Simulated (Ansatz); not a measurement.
# CH2FNOSi: basis-set convergence

How large a basis does CH2FNOSi need? Two functionals are run in growing sets.

Method: one geometry, several basis sets; program: Ansatz 0.2.0, Gaussian basis.

Levels to be run: PBE0-D4/def2-SVP; ωB97M-V/def2-SVP; PBE0-D4/def2-QZVPP; ωB97M-V/def2-QZVPP; the functionals' def2-TZVPP values are taken from earlier runs.

## 1. The geometry

An earlier PBE0-D4 in a triple-zeta def2 set relaxation fixed the geometry.

SMILES `O=C=N[SiH2]F`, 7 atoms, charge 0, spin multiplicity 1.

Atoms are counted from 1 here; the program's logs count them from 0.

Bond lengths: O1–C2 1.162 Å, C2–N3 1.194 Å, N3–Si4 1.694 Å, Si4–F5 1.591 Å, Si4–H6 1.475 Å, Si4–H7 1.475 Å. Angles: O1–C2–N3 178.4°, C2–N3–Si4 166.0°, N3–Si4–F5 109.2°, N3–Si4–H6 109.0°, N3–Si4–H7 109.0°, F5–Si4–H6 108.2°, F5–Si4–H7 108.2°, H6–Si4–H7 113.2°.

## 2. PBE0-D4 in def2-SVP

File in.yaml:

```yaml
crystal:
  periodic: [false, false, false]
  atoms:
    - {symbol: O, position_ang: [-0.573800, -2.908035, -0.552047]}
    - {symbol: C, position_ang: [-0.306866, -1.816886, -0.256095]}
    - {symbol: N, position_ang: [-0.019004, -0.706205, 0.076060]}
    - {symbol: Si, position_ang: [0.212126, 0.968324, 0.188864]}
    - {symbol: F, position_ang: [-0.420205, 1.671029, -1.091018]}
    - {symbol: H, position_ang: [-0.490323, 1.470275, 1.384834]}
    - {symbol: H, position_ang: [1.659273, 1.253597, 0.203702]}
basis:
  gaussian: {orbitals: def2-SVP}
hamiltonian: {xc: pbe0, dispersion: d4}
output: {orbitals: {seedname: orbitals}}
```

After this run come: ωB97M-V in def2-SVP; PBE0-D4 in def2-QZVPP; ωB97M-V in def2-QZVPP.

**Question.** What will the summary of the whole plan be? Wanted: PBE0-D4: double and triple zeta above quadruple; ωB97M-V: double and triple zeta above quadruple.

**Answer**, as computed:

```
                                       quantity           value
PBE0-D4: double and triple zeta above quadruple  12.42, 0.67 eV
ωB97M-V: double and triple zeta above quadruple  12.58, 0.62 eV
```

In words: For PBE0-D4 the step from double to triple zeta gains 11.75 eV and the next only 0.67 eV. These are total energies; as a rule much of such shifts cancels in differences, which this series doesn't test. The LUMO of ωB97M-V is positive and keeps falling with the basis (2.16 to 1.20 eV): an unbound level that the basis holds in place.
